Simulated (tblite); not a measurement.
# C6H10O2Si2: the cost of one run

The runs use tblite 0.8.0 and PySCF 2.14.0, with density-fitted response routines of our own; the level of theory stands in each step. All values are computed, except where a source is named. Atoms count from 0, in the outputs and in this text.

## Step 1: Starting geometry

20 atoms, charge 0, multiplicity 1; geometry from: force field or distance geometry start.

Bonds of the start (Å): Si0–O1 1.69, O1–Si2 1.69, Si2–O3 1.76, O3–C4 1.41, C4–C5 1.37, C5–C6 1.36, C6–C7 1.39, C7–C8 1.38, C8–C9 1.37, C9–C4 1.38, Si0–H10 1.45, Si0–H11 1.48, Si0–H12 1.47, Si2–H13 1.48, Si2–H14 1.47, C5–H15 1.09, C6–H16 1.09, C7–H17 1.07, C8–H18 1.10, C9–H19 1.10.

## Step 2: Geometry optimisation with GFN2-xTB

Job settings and geometry (Å):

```
{"job": {"kind": "relax", "xc": "GFN2-xTB", "basis": "xTB"}, "charge": 0, "multiplicity": 1}
Si     4.053900    -0.068000    -0.903700
O      2.907100    -0.442700     0.278700
Si     1.661200     0.690000     0.469600
O      0.429500     0.569800    -0.786600
C     -0.870900     0.196300    -0.404800
C     -1.112200    -1.143700    -0.240300
C     -2.348100    -1.590300     0.116600
C     -3.344900    -0.632500     0.302100
C     -3.092800     0.714200     0.119200
C     -1.846700     1.159700    -0.238500
H      4.578000     1.280700    -0.818300
H      3.399100    -0.355600    -2.204900
H      5.204900    -0.965000    -0.735400
H      0.972500     0.301000     1.721700
H      2.101800     2.088400     0.558000
H     -0.312500    -1.866600    -0.369600
H     -2.546000    -2.647600     0.264100
H     -4.334400    -0.943700     0.576400
H     -3.902500     1.448600     0.269700
H     -1.602100     2.217500    -0.386500
```

Run with:

```
$ OMP_NUM_THREADS=1 python probes_run.py task.json out
```

This one command runs all jobs of the session in turn.

**Question.** How long does this first job take on 1 thread of Arm Neoverse V2, shared host, and how much memory does it need?

About 1.7 s, with a peak of 0.18 GiB.
